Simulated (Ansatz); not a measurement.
What does this script print? It uses the Python package of Ansatz (0.2.0).

`bh5s_dimer.py`:
```python
import ansatz

FIRST = [
    ('B', (-0.4609, -0.4138, -0.4563)),
    ('S', (0.5761, 0.8606, 0.3875)),
    ('H', (-1.6686, 0.0191, -0.4646)),
    ('H', (-0.3662, -1.4063, 0.0898)),
    ('H', (-0.149, -0.5056, -1.6142)),
    ('H', (0.1669, 1.0266, 1.6854)),
    ('H', (1.902, 0.4194, 0.3727)),
]
SECOND = [
    ('B', (4.7536, 3.5814, -0.0679)),
    ('S', (3.0071, 3.0061, 0.1058)),
    ('H', (5.5143, 2.5874, 0.2139)),
    ('H', (4.9346, 4.4672, 0.6213)),
    ('H', (4.9928, 3.8482, -1.216)),
    ('H', (2.7569, 2.6223, 1.3979)),
    ('H', (2.1652, 4.0688, -0.233)),
]

def energy(atoms, ghosts=()):
    molecule = ansatz.Crystal.molecule()
    for symbol, xyz in atoms:
        molecule = molecule.atom(symbol, xyz)
    calc = (
        molecule.calculation()
        .basis(gaussian='def2-SVP')
        .correlation('mp2')
    )
    deck = calc.input()
    if ghosts:
        deck = deck.set(ansatz.key.basis.gaussian.ghost_atoms, [{'symbol': s, 'position_ang': list(xyz)} for s, xyz in ghosts])
    return ansatz.Session.from_dict(deck).plan().execute().report['free_energy_ev']


def main() -> None:
    both = energy(FIRST + SECOND)
    alone = energy(FIRST) + energy(SECOND)
    ghosted = energy(FIRST, SECOND) + energy(SECOND, FIRST)
    print(f'dimer {both:.6f} eV')
    print(f'interaction, uncorrected   {23.060548 * (both - alone):8.3f} kcal/mol')
    print(f'interaction, counterpoise  {23.060548 * (both - ghosted):8.3f} kcal/mol')
    print(f'basis-set superposition    {23.060548 * (alone - ghosted):8.3f} kcal/mol')


if __name__ == '__main__':
    main()
```

```console
$ python bh5s_dimer.py
dimer -23138.948497 eV
interaction, uncorrected      3.922 kcal/mol
interaction, counterpoise     5.794 kcal/mol
basis-set superposition       1.872 kcal/mol
```

Uncorrected it is 3.922 kcal/mol, with the counterpoise correction 5.794 kcal/mol; the difference, 1.87 kcal/mol, is the superposition error. In this basis both values are repulsive.

Caveats:
- Total energies depend on the basis set; only differences at equal settings carry meaning.
- The dimer is a generated trial pose of unrelaxed monomers, not a minimum, so the figure is no binding energy, and the basis set is small.
- Hardware and time: 5.6 s on 1 thread of Arm Neoverse V1, on a shared host, peak memory 0.25 GiB.

(Lines on the test bed's own set-up are left out of the output.)
